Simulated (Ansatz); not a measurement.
# CH6BNSZn: the cost of one run

The runs use Ansatz 0.2.0, Gaussian basis; the settings change from run to run.

## 1. The relaxed structure

The structure was relaxed beforehand with PBE0-D4 in a triple-zeta def2 set.

11 atoms, charge 0, spin multiplicity 1.

Atoms are counted from 1 here; the program's logs count them from 0.

Bond lengths: B1–S2 1.773 Å, B1–H6 1.195 Å, B1–H7 1.207 Å, S2–Zn3 2.205 Å, Zn3–C4 1.976 Å, C4–N5 1.462 Å, C4–H8 1.093 Å, C4–H9 1.093 Å, N5–H10 1.011 Å, N5–H11 1.011 Å. Angles: S2–B1–H6 119.5°, S2–B1–H7 121.9°, H6–B1–H7 118.6°, B1–S2–Zn3 88.1°, S2–Zn3–C4 173.6°, Zn3–C4–N5 117.2°, Zn3–C4–H8 108.4°, Zn3–C4–H9 108.1°, N5–C4–H8 108.6°, N5–C4–H9 108.6°, H8–C4–H9 105.3°, C4–N5–H10 111.5°, C4–N5–H11 111.6°, H10–N5–H11 106.9°.

## 2. B3LYP5/6-31G

Options: multiplicity 3, restricted open-shell orbitals.

Contents of in.yaml:

```yaml
crystal:
  periodic: [false, false, false]
  atoms:
    - {symbol: B, position_ang: [0.996035, 2.450844, 0.659827]}
    - {symbol: S, position_ang: [2.423194, 1.421258, 0.446628]}
    - {symbol: Zn, position_ang: [1.058108, -0.294662, 0.214938]}
    - {symbol: C, position_ang: [-0.316445, -1.687921, -0.060369]}
    - {symbol: N, position_ang: [-1.480767, -1.328447, -0.867536]}
    - {symbol: H, position_ang: [1.138332, 3.623003, 0.841108]}
    - {symbol: H, position_ang: [-0.123836, 2.002477, 0.626652]}
    - {symbol: H, position_ang: [0.163222, -2.561087, -0.509445]}
    - {symbol: H, position_ang: [-0.662698, -2.021027, 0.921257]}
    - {symbol: H, position_ang: [-1.981057, -0.545500, -0.467996]}
    - {symbol: H, position_ang: [-1.214078, -1.058928, -1.805074]}
basis:
  gaussian: {orbitals: 6-31G}
magnetization: {spin_polarized: false, initial_magnetization: 2}
hamiltonian: {xc: {name: B3LYP5}}
```

Command:

```console
ansatz run in.yaml --threads 2 --pin off --events-out ev --progress --plain --max-ram 22528MiB --backend cpu
```

Q: Estimate wall time and peak memory on 2 threads of AMD EPYC 7R13, shared host.

About 19 s, with a peak of 0.6 GiB.
